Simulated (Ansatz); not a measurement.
**CH3ClF2SSi: a ladder of functionals and wavefunction methods**

The task here is to estimate one member of a computed series from the others.

Method: functionals in def2-TZVPP, the program's frozen cores in correlated methods; program: Ansatz 0.2.0, Gaussian basis.

Levels to be run: LDA (SPW92), PBE-D4, revPBE-D4, BLYP-D4, r2SCAN-D4, B97M-V, PBE0-D4, B3LYP-D4, r2SCANh-D4, r2SCAN0-D4, HSE06-D4, BHLYP-D4, CAM-B3LYP-D4, LC-ωPBE, ωB97X-V, ωB97M-V, B2PLYP, PBE-QIDH; CCSD(T)/def2-SVP; CCSD(T)/def2-TZVPP; MP2/def2-QZVPP; extrapolation to the limit; RPA on PBE.

## The geometry

The geometry comes from an earlier relaxation with PBE0-D4 in a triple-zeta def2 set; it is a stationary point, not always the lowest conformer.

SMILES `CS[Si](F)(F)Cl`, 9 atoms, charge 0, spin multiplicity 1.

Atoms are counted from 1 here; the program's logs count them from 0.

Bond lengths: C1–S2 1.823 Å, C1–H7 1.089 Å, C1–H8 1.089 Å, C1–H9 1.089 Å, S2–Si3 2.084 Å, Si3–F4 1.582 Å, Si3–F5 1.582 Å, Si3–Cl6 2.017 Å. Angles: S2–C1–H7 111.0°, S2–C1–H8 105.9°, S2–C1–H9 111.0°, H7–C1–H8 109.2°, H7–C1–H9 110.6°, H8–C1–H9 109.2°, C1–S2–Si3 98.5°, S2–Si3–F4 112.0°, S2–Si3–F5 112.0°, S2–Si3–Cl6 109.5°, F4–Si3–F5 104.5°, F4–Si3–Cl6 109.3°, F5–Si3–Cl6 109.3°.

Set-up of the first run:

in.yaml

```yaml
crystal:
  periodic: [false, false, false]
  atoms:
    - {symbol: C, position_ang: [-0.041459, -1.563913, 0.047970]}
    - {symbol: S, position_ang: [-0.561642, -0.296074, -1.154864]}
    - {symbol: Si, position_ang: [0.032225, 1.396895, -0.095244]}
    - {symbol: F, position_ang: [-0.672659, 1.490659, 1.317462]}
    - {symbol: F, position_ang: [1.579138, 1.378299, 0.233627]}
    - {symbol: Cl, position_ang: [-0.402220, 3.048043, -1.168366]}
    - {symbol: H, position_ang: [-0.577556, -1.451502, 0.988654]}
    - {symbol: H, position_ang: [-0.301104, -2.522390, -0.399023]}
    - {symbol: H, position_ang: [1.033877, -1.526316, 0.212783]}
basis:
  gaussian: {orbitals: def2-TZVPP}
hamiltonian: {xc: lda}
output: {orbitals: {seedname: orbitals}}
```

Among the steps run: LDA; PBE-D4 (GGA); revPBE-D4 (GGA); BLYP-D4 (GGA); r2SCAN-D4 (meta-GGA); B97M-V (meta-GGA); PBE0-D4 (hybrid); B3LYP-D4 (hybrid); r2SCANh-D4 (hybrid); r2SCAN0-D4 (hybrid); HSE06-D4 (hybrid); BHLYP-D4 (hybrid); CAM-B3LYP-D4 (range-separated); LC-ωPBE-D4 (range-separated; the results give it without D4); ωB97X-V (range-separated); ωB97M-V (range-separated); B2PLYP (double hybrid); PBE-QIDH (double hybrid).

One table of the session follows, with a row left open; its other results are not shown here.

It belongs to the step «Frontier levels by functional». 

```
  functional  HOMO (eV)  gap (eV)
 LDA (SPW92)      -6.62      5.24
      PBE-D4      -6.49      5.35
   revPBE-D4      -6.43      5.39
     BLYP-D4      -6.32      5.31
   r2SCAN-D4      -6.77      5.94
      B97M-V      -6.87      5.98
     PBE0-D4      -7.77      7.58
    B3LYP-D4      -7.51      7.08
  r2SCANh-D4      -7.24      6.75
  r2SCAN0-D4      -7.95      7.96
    HSE06-D4      -7.36      6.79
    BHLYP-D4          ?         ?
CAM-B3LYP-D4      -9.10      9.98
     LC-ωPBE     -10.52     12.65
     ωB97X-V     -10.15     12.11
     ωB97M-V      -9.97     11.69
```

Q: Estimate the row for BHLYP-D4 from the others.

Worked estimate for «HOMO (eV)». Against the share of exact exchange, BLYP-D4 (0, -6.32), B3LYP-D4 (0.2, -7.51) give a slope of -5.95 per unit share; at 0.5 the line stands at -9.29.

The run gave: HOMO (eV): -8.89; gap (eV): 9.66. In «HOMO (eV)» the line misses by -0.40.
